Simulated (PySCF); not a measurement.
# ClGe2H6N: the cost of one run

Computed with PySCF 2.14.0, with density-fitted response routines of our own, on a single molecule in the gas phase. Atoms count from 0, in the outputs and in this text.

### Step 1. The molecule as given

10 atoms, charge 0, multiplicity 1; geometry from: GFN2-xTB. The atoms were then displaced at random by about 0.01 Å, so the start is not that level's minimum.

Bonds of the start (Å): Cl0–Ge1 2.11, Ge1–N2 1.83, N2–Ge3 1.77, Ge1–H4 1.51, Ge1–H5 1.49, N2–H6 1.01, Ge3–H7 1.49, Ge3–H8 1.53, Ge3–H9 1.51.

### Step 2. Relaxing the molecule at PBE0-D3(BJ)/def2-SVP

What the job is given:

```
{"job": {"xc": "PBE0", "basis": "def2-SVP", "d3": "d3bj", "grid": 1, "shake": 0.01, "kind": "geom"}, "charge": 0, "multiplicity": 1}
Cl     2.196880    -0.551000     1.842010
Ge     1.579660    -0.192500    -0.148290
N     -0.015870     0.696640    -0.234680
Ge    -1.598100    -0.056940     0.005700
H      2.619790     0.669980    -0.829440
H      1.384140    -1.503080    -0.837060
H      0.062730     1.674490     0.022790
H     -1.635300    -1.270620    -0.860190
H     -1.910200    -0.443460     1.452960
H     -2.633290     0.955570    -0.434840
```

The run is started by

```console
OMP_NUM_THREADS=1 python probes_run.py task.json out
```

This one command runs all jobs of the session in turn.

**Question.** How long does this first job take on 1 thread of Arm Neoverse V2, shared host, and how much memory does it need?

About 1.8 min, with a peak of 0.49 GiB.
